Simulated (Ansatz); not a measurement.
# The zirconium atom (triplet): wave-function methods side by side, def2-TZVPP

How much of the correlation energy of the zirconium atom (triplet) does each wave-function method recover here?

Program: Ansatz 0.2.0, Gaussian basis. Level of theory: def2-TZVPP, core rule «outside noble gas», up to 4 orbitals frozen. These are calculated values, not measurements.

To be run: CCSD(T) on UHF; CISD; CCSDT(Q) on ROHF; CCSDT(Q) on UHF; CASSCF and MRCISD+Q, 4 electrons in 6 orbitals; CASSCF and MRCISD+Q(relaxed), 4 electrons in 6 orbitals; CASSCF and NEVPT4(SD), 4 electrons in 6 orbitals; CASSCF and NEVPT2, 4 electrons in 6 orbitals; Full CI.

1 further run of the same task is left out (set aside as unsound or not needed).

### 1 The atom

A free atom, in its lowest state of this spin that the program finds. No spin-orbit coupling is included. Elements past krypton take def2 core potentials.

1 atom, charge 0, spin multiplicity 3.

### 2 CCSD(T) on UHF

File in.yaml:

```yaml
crystal:
  periodic: [false, false, false]
  atoms:
    - {symbol: Zr, position_ang: [0.000000, 0.000000, 0.000000]}
basis:
  gaussian: {orbitals: def2-TZVPP}
magnetization: {spin_polarized: true, initial_magnetization: 2}
correlation: {method: ccsd_t, electrons: outside_noble_gas}
```

Command:

```bash
ansatz run in.yaml --threads 1 --pin off --events-out ev --progress --plain --max-ram 3916MiB
```

Further steps of the session: CISD; CCSDT(Q) on ROHF; CCSDT(Q) on UHF; CASSCF and MRCISD+Q, 4 electrons in 6 orbitals; CASSCF and MRCISD+Q(relaxed), 4 electrons in 6 orbitals; CASSCF and NEVPT4(SD), 4 electrons in 6 orbitals; CASSCF and NEVPT2, 4 electrons in 6 orbitals; Full CI.

Q: Predict the results of all the runs planned. Wanted: FCI below the UHF energy; UMP2 from FCI; UCCSD(T) from FCI; UCCSDT(Q) from FCI; NEVPT2 valence from FCI; NEVPT4(SD) valence from FCI; MRCISD+Q valence from FCI; effectively unpaired electrons.

**Answer**, as computed:

```
                         quantity                    value
         FCI below the UHF energy               -1.5638 eV
                    UMP2 from FCI           +8.01 kcal/mol
                UCCSD(T) from FCI           -1.60 kcal/mol
               UCCSDT(Q) from FCI           -2.39 kcal/mol
          NEVPT2 valence from FCI          +14.31 kcal/mol
      NEVPT4(SD) valence from FCI           +4.49 kcal/mol
        MRCISD+Q valence from FCI           -0.84 kcal/mol
levels within 1 kcal/mol (43 meV)  UCCSD, MRCISD+Q valence
   effectively unpaired electrons                     2.13
```

What this shows: UCCSD(T) lands -1.60 kcal/mol from the yardstick (4.4 % of the correlation energy). UCCSD(T), UCCSDT, UCCSDT(Q), MRCISD+Q valence, MRCISD+Q(relaxed) valence fall below full CI: unrestricted runs freeze a spin-polarised core, another one than full CI's, and coupled cluster isn't variational. One determinant dominates. Of the multireference levels listed MRCISD+Q valence comes nearest in total energy (-0.84 kcal/mol), which doesn't show that its space is the better one. These misses are within one basis, not against nature; the frozen cores of restricted and unrestricted runs differ, which can shift their rows.
